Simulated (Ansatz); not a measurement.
# (H2Ga-mu-H)3 (Ga3H9): geometry, orbitals and charge

Aim: characterise (H2Ga-mu-H)3 (Ga3H9) as a singlet: its structure, frontier levels and distribution of charge.

Method: RKS PBE0-D4/def2-TZVP; program: Ansatz 0.2.0, Gaussian basis.

Plan: relaxation at PBE-D4/def2-SVP; a search for the lowest solution at PBE0-D4/def2-SVP; a single point at PBE0-D4/def2-TZVP.

## (1) Where the work starts

12 atoms, charge 0, spin multiplicity 1.

Atoms are counted from 1 here; the program's logs count them from 0.

Bond lengths: Ga1–H2 1.558 Å, Ga1–H3 1.561 Å, Ga1–H4 1.762 Å, Ga1–Ga5 2.882 Å, Ga1–H12 1.778 Å, H4–Ga5 1.790 Å, Ga5–H6 1.561 Å, Ga5–H7 1.560 Å, Ga5–H8 1.789 Å, Ga5–Ga9 2.884 Å, H8–Ga9 1.762 Å, Ga9–H10 1.559 Å, Ga9–H11 1.562 Å, Ga9–H12 1.784 Å. Angles: H2–Ga1–H3 121.3°, H2–Ga1–H4 109.2°, H2–Ga1–Ga5 143.4°, H2–Ga1–H12 106.6°, H3–Ga1–H4 109.4°, H3–Ga1–Ga5 77.7°, H3–Ga1–H12 109.8°, H4–Ga1–Ga5 36.1°, H4–Ga1–H12 97.9°, Ga5–Ga1–H12 93.1°, Ga1–H4–Ga5 108.4°, Ga1–Ga5–H4 35.4°, Ga1–Ga5–H6 138.8°, Ga1–Ga5–H7 94.4°, Ga1–Ga5–H8 72.7°, Ga1–Ga5–Ga9 61.7°, H4–Ga5–H6 108.6°, H4–Ga5–H7 107.6° and more.

Geometry (Å):

```csv
atom,x (Å),y (Å),z (Å)
Ga1,-0.4761,1.5763,-0.4169
H2,-0.2192,3.1130,-0.4043
H3,-1.5835,0.9456,-1.3183
H4,1.0486,0.7354,-0.6864
Ga5,0.6889,-0.9596,-1.1366
H6,1.9051,-1.8511,-0.7333
H7,0.1107,-0.9510,-2.5857
H8,-0.6433,-1.2923,0.0109
Ga9,-0.2251,-0.5959,1.5743
H10,-1.2033,-1.1469,2.6561
H11,1.3234,-0.6641,1.7652
H12,-0.7261,1.0904,1.2749
```

The start is a GFN2-xTB geometry.

## (2) Relaxation at PBE-D4/def2-SVP

in.yaml

```yaml
crystal:
  periodic: [false, false, false]
  atoms:
    - {symbol: Ga, position_ang: [-0.476130, 1.576350, -0.416880]}
    - {symbol: H, position_ang: [-0.219190, 3.112990, -0.404350]}
    - {symbol: H, position_ang: [-1.583510, 0.945580, -1.318290]}
    - {symbol: H, position_ang: [1.048640, 0.735420, -0.686390]}
    - {symbol: Ga, position_ang: [0.688890, -0.959580, -1.136580]}
    - {symbol: H, position_ang: [1.905070, -1.851070, -0.733310]}
    - {symbol: H, position_ang: [0.110680, -0.950970, -2.585680]}
    - {symbol: H, position_ang: [-0.643330, -1.292280, 0.010880]}
    - {symbol: Ga, position_ang: [-0.225140, -0.595900, 1.574340]}
    - {symbol: H, position_ang: [-1.203270, -1.146930, 2.656140]}
    - {symbol: H, position_ang: [1.323370, -0.664050, 1.765170]}
    - {symbol: H, position_ang: [-0.726080, 1.090440, 1.274940]}
basis:
  gaussian: {orbitals: def2-SVP}
hamiltonian: {xc: pbe, dispersion: d4}
scf: {lower_state_search: "off"}
output: {orbitals: {seedname: orbitals}}
relax: {f_tol: 0.02, max_steps: 100}
```

On the command line:

```console
ansatz run in.yaml --threads 2 --pin off --events-out ev --progress --plain --max-ram 4352MiB
```

After this run come: Searching for the lowest solution, PBE0-D4/def2-SVP; Single point, PBE0-D4/def2-TZVP.

Before running them: what should the planned runs give, taken together? Wanted: point group; commonest bond; HOMO, LUMO at PBE0-D4/def2-TZVP; dipole at PBE-D4/def2-SVP.

The runs gave:

| quantity | value |
| --- | --- |
| point group | C1 |
| commonest bond | Ga–H, 12 of mean length 1.646 Å |
| HOMO, LUMO at PBE0-D4/def2-TZVP | -8.78, -1.00 eV |
| dipole at PBE-D4/def2-SVP | 0.03 D |

The molecule keeps its bonding pattern by the stored test; the atoms moved 0.45 Å (rms), and the angle Ga1–H4–Ga5 went from 108° to 127°. No usable vibrations, so a minimum isn't proven. The point group is read from a loosely relaxed geometry; soft torsions can leave it below the true symmetry.
